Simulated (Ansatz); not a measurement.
What does this script print? It uses the Python package of Ansatz (0.2.0).

`push_hfco.py`
```python
"""Frozen displacement of one atom in HfCo."""

import argparse

import ansatz as az
import numpy as np

parser = argparse.ArgumentParser(description="Frozen displacement of one atom in HfCo.")
parser.add_argument("--occupations", required=True, help="how the bands are filled")
args = parser.parse_args()

lattice = az.Lattice.of(
    (3.164, 0.0, 0.0),
    (0.0, 3.164, 0.0),
    (0.0, 0.0, 3.164),
)
sites = [
    ("Hf", (0.5, 0.5, 0.5)),
    ("Co", (0.0, 0.0, 0.0)),
]
cell = az.Crystal(lattice=lattice)
for symbol, position in sites:
    cell = cell.atom(symbol, position)
cell = cell.moments(Co=1.8)

inverse = np.linalg.inv(np.array(cell.lattice.vectors))
home = np.array(cell.sites[1].position)
values = np.linspace(-0.1, 0.1, 5)
energies, pulls = [], []
for shift in values:
    moved = cell.move(1, to=home + shift * inverse[1])
    job = (
        moved.calculation()
        .functional(az.Functional.PBESOL)
        .pseudopotentials("paw")
        .kpoints(10)
        .occupations(args.occupations)
        .spin(az.SpinTreatment.COLLINEAR)
        .forces()
    )
    report = job.run(threads=1).report
    energies.append(report["free_energy_ev"])
    pulls.append(report["forces_ev_ang"][1][1])

# the force is minus the slope of the free energy
print("shift (A)   dE (eV)   force along y (eV/A)")
for shift, e, f in zip(values, energies, pulls):
    print(f"{shift:8.3f} {e - energies[2]:10.5f} {f:12.4f}")
print(f"stiffness from energies {2 * np.polyfit(values, energies, 2)[0]:.3f}, from forces {-np.polyfit(values, pulls, 1)[0]:.3f} eV/A^2")
```

Running `python push_hfco.py --occupations fermi_dirac` prints:
```text
DeckWarning: basis.ecutwfc = 420 eV, auto-derived from the records' recommended cutoffs: set by Hf (normal level)
shift (A)   dE (eV)   force along y (eV/A)
  -0.100    0.02020       0.3994
  -0.050    0.00509       0.2031
   0.000    0.00000       0.0000
   0.050    0.00509      -0.2031
   0.100    0.02020      -0.3994
stiffness from energies 4.035, from forces 4.008 eV/A^2
```
(Warnings from the package without file and line.)

The curvature of the energy gives 4.035 eV/Å² and the slope of the force 4.008 eV/Å², a positive curvature.

Notes:
- Other magnetic orders than the one started from may lie lower.
- In a metal a curvature from energy changes of a few meV or less hangs on mesh and smearing, in size and even in sign.
- Spin-orbit coupling, which matters for elements this heavy, is left out.
- The starting cell is as deposited in a crystallographic database; the results hold for this polymorph, which needn't be the stable one.
- All periodic images of the atom move with it, so the curvature is one diagonal element of the zone-centre force constants and no normal mode; a positive value doesn't exclude soft modes in which several atoms move.
- Timing: 99 s on 1 thread of Intel(R) Xeon(R) Processor @ 2.30GHz (shared host), peak memory 0.69 GiB.
